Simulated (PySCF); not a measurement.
**[Er(NH3)4]3+: forces at shaken geometries**

How stiff is [Er(NH3)4]3+? Its atoms are displaced at random by several amounts. The species was built from a template and needn't be a known compound.

The runs use PySCF 2.14.0; TPSS, Er lcecp-1-SVP with ECP57, N def2-SVP, H def2-SVP; scalar-relativistic core potentials, no spin–orbit coupling.

5 further runs of the same task are left out: 2 for a known fault of the program, 2 that didn't finish, 1 set aside as unsound or not needed.

## Step 1: The starting structure

17 atoms, charge 3, spin multiplicity 1.

Bond lengths: Er1–N2 2.418 Å, Er1–N6 2.418 Å, Er1–N10 2.420 Å, Er1–N14 2.420 Å, N2–H3 1.041 Å, N2–H4 1.041 Å, N2–H5 1.041 Å, N6–H7 1.041 Å, N6–H8 1.041 Å, N6–H9 1.041 Å, N10–H11 1.041 Å, N10–H12 1.041 Å, N10–H13 1.041 Å, N14–H15 1.041 Å, N14–H16 1.041 Å, N14–H17 1.041 Å. Angles: N2–Er1–N6 109.8°, N2–Er1–N10 109.4°, N2–Er1–N14 109.4°, N6–Er1–N10 109.4°, N6–Er1–N14 109.4°, N10–Er1–N14 109.3°, Er1–N2–H3 115.6°, Er1–N2–H4 115.4°, Er1–N2–H5 115.4°, H3–N2–H4 102.8°, H3–N2–H5 102.8°, H4–N2–H5 102.9°, Er1–N6–H7 115.6°, Er1–N6–H8 115.4°, Er1–N6–H9 115.4°, H7–N6–H8 102.8°, H7–N6–H9 102.8°, H8–N6–H9 102.9° and more.

As a file:

```
Er    0.00000    0.00000    0.00599
N     1.39922    1.39922    1.39572
H     1.27766    1.27766    2.42264
H     2.42495    1.27359    1.26786
H     1.27359    2.42495    1.26786
N    -1.39922   -1.39922    1.39572
H    -1.27766   -1.27766    2.42264
H    -2.42495   -1.27359    1.26786
H    -1.27359   -2.42495    1.26786
N     1.39523   -1.39523   -1.39464
H     2.03835   -2.03835   -0.88757
H     0.88518   -2.03628   -2.03738
H     2.03628   -0.88518   -2.03738
N    -1.39523    1.39523   -1.39464
H    -2.03835    2.03835   -0.88757
H    -0.88518    2.03628   -2.03738
H    -2.03628    0.88518   -2.03738
```

Formal oxidation states: Er +3. Each metal's 11 4f electrons lie in its core potential, so multiplicities, spins and levels count the valence alone. An earlier session relaxed this geometry at TPSS, Er lcecp-1-SVP with ECP57, N def2-SVP, H def2-SVP (singlet, point group D2d).

Its energy there is -263.432262 Eh.

## Step 2: Atoms moved at random, σ = 0.1 Å

Contents of run.py (the lines that set the calculation):

```python
mol = gto.M(atom='''
Er    -0.03063    -0.04194    -0.01383
N      1.45220     1.30127     1.33628
H      1.18954     1.36778     2.45497
H      2.38010     1.15983     1.36526
H      1.35786     2.49460     1.27875
N     -1.32715    -1.41088     1.31538
H     -1.39381    -1.26543     2.57165
H     -2.43150    -1.06241     1.44904
H     -1.26203    -2.38998     1.26068
N      1.40354    -1.30385    -1.57158
H      1.94452    -2.25471    -0.89296
H      0.88399    -1.94724    -2.15656
H      1.72168    -0.90010    -1.82713
N     -1.24714     1.26511    -1.54229
H     -1.82033     2.05749    -1.05745
H     -0.96516     1.99238    -2.01453
H     -1.85569     0.93809    -1.95548''',
    basis={'Er': 'lcecp-1-SVP', 'N': 'def2-SVP', 'H': 'def2-SVP'},
    ecp={'Er': 'lcecp-1-SVP'},
    charge=3, spin=0)
mf = dft.RKS(mol, xc='TPSS')
mf.grids.atom_grid = (50, 194)  # f atoms: unpruned, at least (60, 302)
mf = mf.density_fit()  # fitting sets: Er AutoAux, N def2-universal-JKFIT, H def2-universal-JKFIT
mf.conv_tol = 1e-08; mf.max_cycle = 55
mf.kernel(dm0)  # dm0: the density of the relaxed state
```

Command:

```
> OMP_NUM_THREADS=4 python run.py
```

## Step 3: Atoms moved at random, σ = 0.1 Å

Contents of run.py (the lines that set the calculation):

```python
mol = gto.M(atom='''
Er    -0.02711     0.04434     0.00282
N      1.28242     1.30457     1.36995
H      1.23550     1.22282     2.19064
H      2.29845     1.17399     1.35874
H      1.20591     2.37682     1.43411
N     -1.42819    -1.28282     1.55955
H     -1.23361    -1.22760     2.29130
H     -2.38546    -1.11432     1.29259
H     -1.15341    -2.35061     1.01802
N      1.50257    -1.36890    -1.44783
H      2.08506    -2.22812    -0.99698
H      0.92497    -2.15136    -1.84630
H      1.95549    -0.95573    -2.01045
N     -1.58270     1.47332    -1.31866
H     -1.90630     2.04194    -0.81742
H     -0.79907     2.24179    -2.08018
H     -1.97451     0.79987    -1.99971''',
    basis={'Er': 'lcecp-1-SVP', 'N': 'def2-SVP', 'H': 'def2-SVP'},
    ecp={'Er': 'lcecp-1-SVP'},
    charge=3, spin=0)
mf = dft.RKS(mol, xc='TPSS')
mf.grids.atom_grid = (50, 194)  # f atoms: unpruned, at least (60, 302)
mf = mf.density_fit()  # fitting sets: Er AutoAux, N def2-universal-JKFIT, H def2-universal-JKFIT
mf.conv_tol = 1e-08; mf.max_cycle = 55
mf.kernel(dm0)  # dm0: the density of the relaxed state
```

## Step 4: Atoms moved at random, σ = 0.15 Å

Contents of run.py (the lines that set the calculation):

```python
mol = gto.M(atom='''
Er     0.05481    -0.07859     0.10580
N      1.65831     1.65772     1.56462
H      1.38023     0.91273     2.24799
H      2.26949     1.26972     1.22485
H      0.98707     2.45761     1.06967
N     -1.47491    -1.46612     1.34511
H     -1.04164    -1.31800     2.18001
H     -2.29559    -1.58066     1.51172
H     -1.31091    -2.65068     1.09351
N      1.49933    -1.19036    -1.22344
H      1.96352    -2.06477    -1.19619
H      0.91614    -1.80398    -2.01485
H      1.90489    -0.83234    -1.97267
N     -1.20590     1.51891    -1.13211
H     -1.99052     2.23778    -0.84501
H     -1.14602     1.98460    -1.94033
H     -2.16830     0.94641    -2.01849''',
    basis={'Er': 'lcecp-1-SVP', 'N': 'def2-SVP', 'H': 'def2-SVP'},
    ecp={'Er': 'lcecp-1-SVP'},
    charge=3, spin=0)
mf = dft.RKS(mol, xc='TPSS')
mf.grids.atom_grid = (50, 194)  # f atoms: unpruned, at least (60, 302)
mf = mf.density_fit()  # fitting sets: Er AutoAux, N def2-universal-JKFIT, H def2-universal-JKFIT
mf.conv_tol = 1e-08; mf.max_cycle = 55
mf.kernel(dm0)  # dm0: the density of the relaxed state
```

Before running it: what results should come out? Wanted: for each run, σ; energy rise; harmonic estimate −½ F·u; largest force component.

As calculated:

| σ (Å) | energy rise (eV) | harmonic estimate −½ F·u (eV) | largest force component (eV/Å) |
| --- | --- | --- | --- |
| 0.1 | 20.183 | 28.719 | 77.11 |
| 0.1 | 10.485 | 12.112 | 32.06 |
| 0.15 | 10.328 | 7.453 | 19.35 |

Every displacement raises the energy. For a harmonic well the rise equals −½ F·u; the two differ by at most 42 % here (a move with σ = 0.1 Å), from anharmonicity, the grid and the small forces left at the relaxed point. The bases are small and lack diffuse functions. Spin–orbit coupling is left out.
